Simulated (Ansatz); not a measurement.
**C₄H₁₂N₂O₂W: a ladder of functionals and wavefunction methods**

An exercise on one series of results from a longer session: the logs are not shown, and one member is left open.

Program: Ansatz 0.2.0, Gaussian basis. Level of theory: functionals in def2-TZVPP, the program's frozen cores in correlated methods. These are calculated values, not measurements.

Plan: LDA (SPW92), PBE-D4, revPBE-D4, BLYP-D4, r2SCAN-D4, B97M-V, PBE0-D4, B3LYP-D4, r2SCANh-D4, r2SCAN0-D4, HSE06-D4, BHLYP-D4, CAM-B3LYP-D4, LC-ωPBE, ωB97X-V, ωB97M-V, B2PLYP, PBE-QIDH; CCSD(T)/def2-SVP; CCSD(T)/def2-TZVPP; MP2/def2-QZVPP; extrapolation to the limit; RPA on PBE.

## The relaxed structure

The geometry comes from an earlier relaxation with PBE0-D4 in a triple-zeta def2 set; it is a stationary point, not always the lowest conformer. W takes the def2 core potential; no spin-orbit term is included.

SMILES `C[N]=[W](=[N]C)([O]C)[O]C`, 21 atoms, charge 0, spin multiplicity 1.

Atoms are counted from 1 here; the program's logs count them from 0.

Bond lengths: C1–N2 1.417 Å, C1–H10 1.096 Å, C1–H11 1.096 Å, C1–H12 1.096 Å, N2–W3 1.754 Å, W3–N4 1.754 Å, W3–O6 1.894 Å, W3–O8 1.894 Å, N4–C5 1.417 Å, C5–H13 1.096 Å, C5–H14 1.096 Å, C5–H15 1.096 Å, O6–C7 1.400 Å, C7–H16 1.095 Å, C7–H17 1.095 Å, C7–H18 1.094 Å, O8–C9 1.400 Å, C9–H19 1.094 Å and more. Angles: N2–C1–H10 110.9°, N2–C1–H11 111.9°, N2–C1–H12 110.5°, H10–C1–H11 108.1°, H10–C1–H12 107.5°, H11–C1–H12 107.8°, C1–N2–W3 162.0°, N2–W3–N4 110.3°, N2–W3–O6 108.2°, N2–W3–O8 109.1°, N4–W3–O6 109.1°, N4–W3–O8 108.3°, O6–W3–O8 111.9°, W3–N4–C5 162.1°, N4–C5–H13 111.9°, N4–C5–H14 110.9°, N4–C5–H15 110.5°, H13–C5–H14 108.1° and more.

The first run:

File in.yaml:

```yaml
crystal:
  periodic: [false, false, false]
  atoms:
    - {symbol: C, position_ang: [0.583228, 2.163277, -1.784567]}
    - {symbol: N, position_ang: [0.065563, 1.369326, -0.731704]}
    - {symbol: W, position_ang: [-0.287940, 0.001499, 0.308239]}
    - {symbol: N, position_ang: [0.719915, -1.367485, -0.124570]}
    - {symbol: C, position_ang: [1.728068, -2.164205, -0.720873]}
    - {symbol: O, position_ang: [0.084534, 0.503970, 2.095670]}
    - {symbol: C, position_ang: [0.567228, 1.655569, 2.728351]}
    - {symbol: O, position_ang: [-2.100001, -0.498766, 0.078346]}
    - {symbol: C, position_ang: [-2.768228, -1.655254, -0.341084]}
    - {symbol: H, position_ang: [-0.215528, 2.481146, -2.464416]}
    - {symbol: H, position_ang: [1.335118, 1.623610, -2.372049]}
    - {symbol: H, position_ang: [1.055903, 3.068295, -1.386830]}
    - {symbol: H, position_ang: [2.252604, -1.628679, -1.520772]}
    - {symbol: H, position_ang: [2.470378, -2.477331, 0.022243]}
    - {symbol: H, position_ang: [1.294135, -3.072016, -1.154824]}
    - {symbol: H, position_ang: [0.490988, 2.533939, 2.078868]}
    - {symbol: H, position_ang: [1.615681, 1.516937, 3.012461]}
    - {symbol: H, position_ang: [-0.015592, 1.837013, 3.636468]}
    - {symbol: H, position_ang: [-3.624648, -1.833116, 0.316344]}
    - {symbol: H, position_ang: [-2.113009, -2.532202, -0.311762]}
    - {symbol: H, position_ang: [-3.138396, -1.525538, -1.363531]}
basis:
  gaussian: {orbitals: def2-TZVPP}
hamiltonian: {xc: lda}
output: {orbitals: {seedname: orbitals}}
```

Run with:

```sh
$ ansatz run in.yaml --threads 4 --pin off --events-out ev --progress --plain --max-ram 46080MiB --backend cuda --devices 0, --max-vram 37GiB
```

Among the steps run: LDA; PBE-D4 (GGA); revPBE-D4 (GGA); BLYP-D4 (GGA); r2SCAN-D4 (meta-GGA); B97M-V (meta-GGA); PBE0-D4 (hybrid); B3LYP-D4 (hybrid); r2SCANh-D4 (hybrid); r2SCAN0-D4 (hybrid); HSE06-D4 (hybrid); BHLYP-D4 (hybrid); CAM-B3LYP-D4 (range-separated); LC-ωPBE (range-separated); ωB97X-V (range-separated); ωB97M-V (range-separated); B2PLYP (double hybrid); PBE-QIDH (double hybrid).

One of the session's tables, all rows but one given; the rest of the session is left out.

It belongs to the step «Frontier levels by functional». 

```
  functional  HOMO (eV)  gap (eV)
 LDA (SPW92)      -5.37      4.23
      PBE-D4          ?         ?
   revPBE-D4      -5.15      4.30
     BLYP-D4      -5.10      4.26
   r2SCAN-D4      -5.46      4.66
      B97M-V      -5.57      4.74
     PBE0-D4      -6.48      6.35
    B3LYP-D4      -6.27      5.90
  r2SCANh-D4      -5.93      5.43
  r2SCAN0-D4      -6.65      6.60
    HSE06-D4      -6.08      5.58
    BHLYP-D4      -7.66      8.46
CAM-B3LYP-D4      -7.78      8.71
     LC-ωPBE      -9.05     11.12
     ωB97X-V      -8.74     10.69
     ωB97M-V      -8.68     10.25
```

**Question.** Estimate the row for PBE-D4.

As computed: HOMO (eV): -5.22; gap (eV): 4.28. In the column «HOMO (eV)» it lies between LDA (SPW92) (-5.37) and revPBE-D4 (-5.15).
